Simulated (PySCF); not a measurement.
# A diatomic session: SbBr+

The task here is to estimate one member of a computed series from the others.

Computed with PySCF 2.14.0. Level: Sb def2-SVP with ECP28, Br def2-SVP, scalar-relativistic core potentials.

The first run:

Settings of the job:

```json
{"atoms": "Sb, Br", "charge": "1", "basis": "Sb def2-SVP with ECP28, Br def2-SVP", "Hamiltonian": "scalar-relativistic core potentials", "basis functions": "58", "electrons treated": "57", "masses in u": "120.9038, 78.9183", "levels": "PBE0, PBE, r²SCAN, LDA, BHandHLYP, BLYP, HF, MP2, SCS-MP2, CCSD, CCSD(T)", "grid": "80 radial by 434 angular points", "occupations": "held fixed by the projection of orbital angular momentum", "dissociation limit": "Sb+ + Br, each in its ground configuration", "starting distance in angstrom": "2.580", "values of 2S to try": "1, 3"}
```

Run with:

```
> OMP_NUM_THREADS=1 python dia.py task.json out
```

Among the steps run: Input; First curve: PBE0; Other states along the same grid; PBE (GGA); r²SCAN (meta-GGA); LDA (local density); BHandHLYP (global hybrid GGA); BLYP (GGA); UHF (mean field); MP2 and coupled cluster.

One table of the session follows, with a row left open; its other results are not shown here.

Energy (eV) from each level's lowest point:

```
R (Å)    UHF  UHF-MP2  UHF-SCS-MP2  UHF-CCSD  UHF-CCSD(T)
2.075  1.554    1.590        1.622       n/a          n/a
2.172  0.673    0.695        0.719     0.735        0.769
2.268  0.201    0.213        0.227     0.238        0.259
2.341      ?        ?            ?         ?            ?
2.413  0.000    0.000        0.000     0.000        0.000
2.485  0.051    0.048        0.040     0.033        0.021
2.582  0.221    0.217        0.198     0.178        0.149
2.703  0.536    0.547        0.514     0.461        0.412
2.847  0.941    1.221        1.171     0.871        0.811
3.040  1.275    2.007        1.926       n/a          n/a
```

**Question.** Estimate the row for R (Å) = 2.341.

Worked estimate for «UHF». A straight line through the neighbours (2.268, 0.201) and (2.413, 0.000) gives 0.201 + (0.000 − 0.201) × (2.341 − 2.268) / (2.413 − 2.268) = 0.100; a parabola fitted to 4 rows on both sides gives 0.032.

As computed: UHF: 0.040; UHF-MP2: 0.045; UHF-SCS-MP2: 0.052; UHF-CCSD: 0.058; UHF-CCSD(T): 0.069. In «UHF» the line misses by +0.060 and the parabola by -0.008.

To keep in mind: At some levels the lowest empty orbital lies below the highest filled one (the two can be of opposite spin).
